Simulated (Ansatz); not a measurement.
**Molecular dynamics of In₂CuSe₃I**

Input file:

```yaml
accuracy: low
crystal:
  lattice:
    - [-14.365977, 0.0, 0.0]
    - [0.0, -8.460174, 0.0]
    - [-1.290017, 0.0, 7.275762]
  atoms:
    - { symbol: In, position: [0.103231, 0.35286011, 0.84897708] }
    - { symbol: In, position: [0.3340206, 0.19404829, -0.00862204] }
    - { symbol: Cu, position: [0.81916889, 0.23523854, 0.62851488] }
    - { symbol: Se, position: [0.53432511, 0.15232944, -0.00189039] }
    - { symbol: Se, position: [0.76877503, 0.23420086, 0.31454586] }
    - { symbol: Se, position: [0.2506989, 0.21770325, 0.69944987] }
    - { symbol: I, position: [0.98601927, 0.34720109, 0.54493777] }
    - { symbol: In, position: [0.65745974, 0.10815306, 0.61835674] }
    - { symbol: In, position: [0.82888221, 0.03023478, 0.06049933] }
    - { symbol: Cu, position: [0.51939202, -0.13947487, 0.15192944] }
    - { symbol: Se, position: [0.00939201, 0.09724175, 0.01912025] }
    - { symbol: Se, position: [0.33029021, -0.0019341, 0.26418988] }
    - { symbol: Se, position: [0.8005627, -0.0224919, 0.72445963] }
    - { symbol: I, position: [0.4346371, -0.09974722, 0.71426472] }
    - { symbol: In, position: [0.02379302, 0.86476923, 0.76820945] }
    - { symbol: In, position: [0.23824574, 0.73191722, 0.17343394] }
    - { symbol: Cu, position: [0.56276865, 0.79938233, 0.45399185] }
    - { symbol: Se, position: [0.43304288, 0.65451839, 0.08068612] }
    - { symbol: Se, position: [0.66951044, 0.8215575, 0.18015725] }
    - { symbol: Se, position: [0.18785063, 0.6703552, 0.86396974] }
    - { symbol: I, position: [1.02867466, 0.84461654, 0.37671849] }
    - { symbol: In, position: [0.58178749, 0.44906984, 1.08898669] }
    - { symbol: In, position: [0.80977148, 0.48352354, -0.02780747] }
    - { symbol: Cu, position: [0.34532093, 0.36617278, 0.51330382] }
    - { symbol: Se, position: [-0.03609983, 0.60680294, -0.00725247] }
    - { symbol: Se, position: [0.31634495, 0.44656159, 0.23087788] }
    - { symbol: Se, position: [0.68944293, 0.45451924, 0.73797966] }
    - { symbol: I, position: [0.50976758, 0.43824674, 0.5067943] }
basis:
  ecutwfc: 420.0
kpoints:
  mp_grid: { grid: [1, 1, 1] }
hamiltonian:
  xc: pbesol
scf:
  occupations: { method: fermi_dirac, width: 0.05 }
  lower_state_search: "off"
md:
  timestep: 4.5
  n_steps: 400
  ensemble: nve
  temperature: 1560.0
  initial_velocities: maxwell_boltzmann
  seed: 426605
```

Run as:

```bash
$ ansatz run input.yaml --threads 4 --pin off --max-ram 10240MiB --backend cpu --events-out ev --progress --plain --runs-dir out
```

It goes on from the last frame of an earlier run, with new velocities.

Output, in part (step lines):

```
md step     0: t =     0.00 fs  T =  1560.0 K  F+E_penalty+E_count = -165380.87035682 eV  E_kin = 5.444431 eV  conserved = -165375.42592567 eV  (17 SCF iters)
md step     1: t =     4.50 fs  T =  1571.2 K  F+E_penalty+E_count = -165380.90970356 eV  E_kin = 5.483671 eV  conserved = -165375.42603285 eV  (14 SCF iters)
md step     2: t =     9.00 fs  T =  1574.6 K  F+E_penalty+E_count = -165380.92139093 eV  E_kin = 5.495500 eV  conserved = -165375.42589114 eV  (14 SCF iters)
md step     3: t =    13.50 fs  T =  1570.4 K  F+E_penalty+E_count = -165380.90643449 eV  E_kin = 5.480781 eV  conserved = -165375.42565329 eV  (14 SCF iters)
md step     4: t =    18.00 fs  T =  1559.4 K  F+E_penalty+E_count = -165380.86785608 eV  E_kin = 5.442417 eV  conserved = -165375.42543882 eV  (14 SCF iters)
md step     5: t =    22.50 fs  T =  1542.6 K  F+E_penalty+E_count = -165380.80899724 eV  E_kin = 5.383743 eV  conserved = -165375.42525420 eV  (7 SCF iters)
md step     6: t =    27.00 fs  T =  1521.0 K  F+E_penalty+E_count = -165380.73327852 eV  E_kin = 5.308272 eV  conserved = -165375.42500677 eV  (6 SCF iters)
md step     7: t =    31.50 fs  T =  1495.9 K  F+E_penalty+E_count = -165380.64530090 eV  E_kin = 5.220705 eV  conserved = -165375.42459584 eV  (7 SCF iters)
[... lines left out ...]
md step   400: t =  1800.00 fs  T =  1452.4 K  F+E_penalty+E_count = -165380.49766441 eV  E_kin = 5.068731 eV  conserved = -165375.42893382 eV  (11 SCF iters)
```

The steps, from the saved trajectory:

| time (fs) | T (K) | potential energy less start (eV) | conserved less start (meV/atom) |
| --- | --- | --- | --- |
| 0.0 | 1560 | 0.000 | 0.00 |
| 58.5 | 1389 | 0.597 | 0.07 |
| 117.0 | 1109 | 1.577 | 0.10 |
| 175.5 | 1247 | 1.091 | -0.02 |
| 234.0 | 1032 | 1.845 | 0.03 |
| 292.5 | 1046 | 1.797 | 0.09 |
| 351.0 | 1465 | 0.328 | -0.09 |
| 409.5 | 1213 | 1.213 | 0.07 |
| 468.0 | 1171 | 1.361 | 0.13 |
| 526.5 | 1535 | 0.083 | -0.13 |
| 585.0 | 1268 | 1.019 | -0.06 |
| 643.5 | 1052 | 1.774 | 0.05 |
| 702.0 | 1419 | 0.490 | -0.12 |
| 760.5 | 1472 | 0.309 | 0.00 |
| 819.0 | 1351 | 0.733 | 0.10 |
| 877.5 | 1366 | 0.678 | 0.09 |
| 936.0 | 1384 | 0.614 | -0.06 |
| 994.5 | 1098 | 1.617 | 0.16 |
| 1053.0 | 1372 | 0.659 | 0.04 |
| 1111.5 | 1363 | 0.685 | -0.03 |
| 1170.0 | 1222 | 1.182 | 0.03 |
| 1228.5 | 1279 | 0.980 | 0.02 |
| 1287.0 | 1215 | 1.203 | 0.02 |
| 1345.5 | 1000 | 1.957 | 0.05 |
| 1404.0 | 1181 | 1.323 | -0.01 |
| 1462.5 | 1234 | 1.137 | 0.01 |
| 1521.0 | 1132 | 1.495 | 0.06 |
| 1579.5 | 1177 | 1.335 | -0.05 |
| 1638.0 | 1214 | 1.204 | -0.07 |
| 1696.5 | 1172 | 1.355 | 0.06 |
| 1755.0 | 1271 | 1.012 | 0.14 |

The run went to its last step. The conserved energy stayed within 0.48 meV per atom of its start (net change -0.11 meV per atom), so the integration is sound. A run of 1.8 ps of so small a system gives no equilibrium averages. Limits of this set-up: coarse k mesh, low accuracy level.

Mean squared displacements from the first frame to the last, about the centre of mass: In 9.02 Å², Cu 4.19 Å², Se 2.29 Å², I 1.78 Å².

Last frame:

```xyz
28
Lattice="-14.3660 0.0000 0.0000 0.0000 -8.4602 0.0000 -1.2900 0.0000 7.2758" Properties=species:S:1:pos:R:3
In -1.724 -5.322 8.588
In -4.859 0.852 -0.560
Cu -12.622 -2.099 5.484
Se -8.531 -0.346 -0.330
Se -11.361 -1.591 2.412
Se -4.419 -1.228 4.550
I -14.673 -4.168 4.752
In -12.240 0.335 7.717
In -13.588 -1.731 0.945
Cu -7.321 2.722 -0.103
Se -1.496 -2.744 1.217
Se -4.991 -0.151 1.673
Se -14.203 -0.523 6.219
I -7.503 2.122 4.508
In -2.013 -10.566 3.767
In -3.327 -4.056 -1.242
Cu -7.493 -8.773 1.699
Se -5.489 -4.404 0.466
Se -9.152 -6.060 1.311
Se -3.566 -6.472 6.670
I -15.494 -8.135 2.693
In -8.874 -2.884 5.966
In -10.326 -3.847 0.433
Cu -4.686 -2.279 2.175
Se 2.123 -5.654 1.584
Se -3.706 -3.943 3.179
Se -11.281 -3.867 4.843
I -8.135 -2.655 2.941
```

Run time: 33 min on 4 threads of Arm Neoverse V1 (shared host), peak memory 1.3 GiB.
